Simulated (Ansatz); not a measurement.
Runs of Ansatz 0.2.0 on SiNi2. It takes space group Pnma (No. 62, orthorhombic). The conventional cell has a = 4.990 Å, b = 3.720 Å, c = 7.030 Å, α = 90.00°, β = 90.00°, γ = 90.00°. Ni (site symmetry m) has 4 Si at 2.28 to 2.33 Å and 4 Ni at 2.53 to 2.62 Å as nearest neighbours. Ni (site symmetry m) is surrounded by 5 Si at 2.34 to 2.57 Å and 6 Ni at 2.53 to 2.62 Å. Around Si (site symmetry m) lie 9 Ni at 2.28 to 2.57 Å. 

| task | level | spin | U | cell | k mesh | cutoff (eV) | smearing | points for each segment of the path | hubbard projectors | double counting | gap on the mesh (eV) | pressure (GPa) | moment (μB) | largest force (eV/Å) |
| --- | --- | --- | --- | --- | --- | --- | --- | --- | --- | --- | --- | --- | --- | --- |
| single point | PBE | collinear, ferromagnetic start | - | as given | 6 × 7 × 4 | 420 | gaussian 0.011 eV | - | - | - | none | 3.4 | 0.16 | 0.36 |
| band structure | PBE | collinear, ferromagnetic start | - | as given | 6 × 7 × 4 | 420 | fermi-dirac 0.05 eV | 10 | - | - | none | 3.4 | 0.00 | 0.37 |
| density of states | r2SCAN+U | collinear, antiferromagnetic start | Ni d U = 3 eV | as given | 5 × 5 × 3 | 500 | fermi-dirac 0.05 eV | - | ortho-atomic (the default) | fll (the default) | none | -5.1 | 0.00 | (b) |
| single point | PBE+U | collinear, random start | Ni d U = 5 eV | as given | 4 × 6 × 3 | 420 | fermi-dirac 0.05 eV | - | ortho-atomic (the default) | fll (the default) | none | 1.5 | 0.00 | 0.33 |
| band structure | PBEsol | collinear, ferromagnetic start | - | as given | 5 × 5 × 3 | 420 | fermi-dirac 0.05 eV | 10 | - | - | none | -4.4 | 0.00 | (a) |
| band structure | LDA | collinear, ferromagnetic start | - | as given | 5 × 5 × 3 | 420 | fermi-dirac 0.05 eV | 10 | - | - | none | -10.6 | 0.00 | 0.33 |
| relaxation of cell and atoms | PBE+D3(BJ) | collinear, ferromagnetic start | - | relaxed | 6 × 7 × 4 | 420 | fermi-dirac 0.05 eV | - | - | - | none | 0.0 | 0.00 | - |
| band structure | PBE | collinear, ferromagnetic start | - | as given | 5 × 5 × 3 | 420 | fermi-dirac 0.05 eV | 10 | - | - | none | 3.5 | 0.00 | 0.36 |

Alike in all rows: potentials or basis Ansatz PAW.

Estimate the missing entries.

(a) 0.35; (b) 0.34.

Caveats: the starting moments weren't kept; the PAW data sets come from PBE, with cores solved anew for the run's functional, which leaves a small shift of forces and pressure (some runs); the magnetic or orbital state may not be the lowest (some runs); the U is typed as a test and isn't derived for this compound (some runs); the density of states is complete only up to the lowest level of the last band computed (some runs); the plane-wave basis is chosen anew once the cell has moved, so the energies of steps on either side of that aren't comparable (some runs); pairwise dispersion overbinds metals, which lowers pressure and volume (some runs).

A gap of «none» marks a metal or a gap under the smearing width.
